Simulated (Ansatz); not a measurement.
# HBrCl (doublet): wave-function methods side by side at distance Br1–H2 along a hydrogen transfer = 2.181 Å, cc-pVDZ

Aim: climb from Hartree-Fock through coupled cluster and multireference methods for HBrCl (doublet) at one geometry and basis, and see what each rung misses.

The runs use Ansatz 0.2.0, Gaussian basis; cc-pVDZ, core rule «outside noble gas», up to 19 orbitals frozen.

To be run: UHF; CCSD(T) on ROHF; CCSD(T) on UHF; BCCD(T) on ROHF; CISD; CCSDT(Q) on ROHF; CCSDT(Q) on UHF; CASSCF and MRCISD+Q, 3 electrons in 3 orbitals; CASSCF and NEVPT2, 3 electrons in 3 orbitals; CASSCF and MRCISD+Q, 15 electrons in 9 orbitals; CASSCF and NEVPT2, 15 electrons in 9 orbitals.

11 further runs of the same task are left out: 1 for a mislabelled method, 10 that didn't finish.

### Step 1. What is computed

The geometry derives from fragments relaxed apart (PBE0/def2-TZVP) and kept rigid, so it is no stationary point. A hydrogen atom is moved between rigid fragments. No spin-orbit coupling is included. The filled d shell of Br may be among the frozen orbitals whatever the setting's name suggests; the logs give the count.

3 atoms, charge 0, spin multiplicity 2.

Atoms are counted from 1 here; the program's logs count them from 0.

Bond lengths: H2–Cl3 1.350 Å.

### Step 2. UHF

in.yaml

```yaml
crystal:
  periodic: [false, false, false]
  atoms:
    - {symbol: Br, position_ang: [0.000000, 0.000000, -1.904000]}
    - {symbol: H, position_ang: [0.000000, 0.000000, 0.277000]}
    - {symbol: Cl, position_ang: [0.000000, 0.000000, 1.627000]}
basis:
  gaussian: {orbitals: cc-pVDZ}
magnetization: {spin_polarized: true, initial_magnetization: 1}
hamiltonian: {xc: hf}
output: {orbitals: {seedname: orbitals}}
```

Started as:

```
$ ansatz run in.yaml --threads 1 --pin off --events-out ev --progress --plain --max-ram 2393MiB
```

Further steps of the session: CCSD(T) on ROHF; CCSD(T) on UHF; BCCD(T) on ROHF; CISD; CCSDT(Q) on ROHF; CCSDT(Q) on UHF; CASSCF and MRCISD+Q, 3 electrons in 3 orbitals; CASSCF and NEVPT2, 3 electrons in 3 orbitals; CASSCF and MRCISD+Q, 15 electrons in 9 orbitals; CASSCF and NEVPT2, 15 electrons in 9 orbitals.

**Question.** What will the summary of the whole plan be? Wanted: UCCSDT(Q) below the RHF energy; RMP2 from UCCSDT(Q); UMP2 from UCCSDT(Q); RCCSD from UCCSDT(Q); RCCSD(T) from UCCSDT(Q); UCCSD(T) from UCCSDT(Q); RCCSDT(Q) from UCCSDT(Q); NEVPT2 pair from UCCSDT(Q); MRCISD+Q pair from UCCSDT(Q).

The runs gave:

| quantity | value |
| --- | --- |
| UCCSDT(Q) below the RHF energy | -7.6607 eV |
| RMP2 from UCCSDT(Q) | +88.4 kJ/mol |
| UMP2 from UCCSDT(Q) | +89.7 kJ/mol |
| RCCSD from UCCSDT(Q) | +12.5 kJ/mol |
| RCCSD(T) from UCCSDT(Q) | +2.5 kJ/mol |
| UCCSD(T) from UCCSDT(Q) | +2.2 kJ/mol |
| RCCSDT(Q) from UCCSDT(Q) | +0.2 kJ/mol |
| NEVPT2 pair from UCCSDT(Q) | +88.0 kJ/mol |
| MRCISD+Q pair from UCCSDT(Q) | +2.1 kJ/mol |
| NEVPT2 valence from UCCSDT(Q) | +152.9 kJ/mol |
| levels within 1 kcal/mol (43 meV) | RCCSD(T), UCCSD(T), BCCD(T), RCCSDT, UCCSDT, RCCSDT(Q), MRCISD+Q pair, MRCISD+Q valence |
| T1 diagnostic | 0.009 |
| effectively unpaired electrons | 1.01 |

In words: RCCSD(T) lands +2.5 kJ/mol from the yardstick (0.3 % of the correlation energy). One determinant dominates. Of the multireference levels listed MRCISD+Q pair comes nearest in total energy (+2.1 kJ/mol), which doesn't show that its space is the better one. These misses are within one basis, not against nature; the frozen cores of restricted and unrestricted runs differ, which can shift their rows.
